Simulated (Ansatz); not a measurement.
# Ge: the cost of one run

Method: reference: DFT r2SCAN, plane waves, PAW, scalar-relativistic, no spin polarisation, in Ansatz 0.2.0.

1 further run of the same task is left out (set aside as unsound or not needed).

### 1 Starting point

Symmetry: Fd-3m, No. 227, cubic system. Conventional cell: a = 5.655 Å, b = 5.655 Å, c = 5.655 Å, α = 90.00°, β = 90.00°, γ = 90.00°. Ge (site symmetry -43m) is surrounded by 4 Ge at 2.45 Å.

As a file:

```
CELL_PARAMETERS angstrom
0.00000 2.82735 2.82735
2.82735 0.00000 2.82735
2.82735 2.82735 0.00000
ATOMIC_POSITIONS crystal
Ge 0.00000 0.00000 0.00000
Ge 0.25000 0.25000 0.25000
```

### 2 Reference

File input.yaml:

```yaml
crystal:
  lattice:
    - [0.0, 2.827352, 2.827352]
    - [2.827352, 0.0, 2.827352]
    - [2.827352, 2.827352, 0.0]
  atoms:
    - { symbol: Ge, position: [0.0, 0.0, 0.0] }
    - { symbol: Ge, position: [0.25, 0.25, 0.25] }
  symmetry: { tolerance: 0.0003 }
kpoints:
  mp_grid: { grid: [6, 6, 6], shift: [0, 0, 0] }
magnetization:
  spin_polarized: false
scf:
  occupations: { method: tetrahedron }
hamiltonian:
  pseudopotentials: { kind: paw }
  xc: r2scan
basis:
  ecutwfc: 500
output:
  forces: true
  stress: true
  eigenvalues: true
  write_density: true
  write_potential: true
  elf: true
  volumetric_format: npy
relax:
  max_steps: 40
  cell: {}
```

Launch:

```sh
ansatz run input.yaml --threads 1 --pin off --max-ram 2560MiB --backend cpu --events-out ev --progress --plain --runs-dir out
```

**Question.** How long does this run take on 1 thread of Arm Neoverse V2, shared host, and how much memory does it need?

About 7.2 s, with a peak of 0.41 GiB.
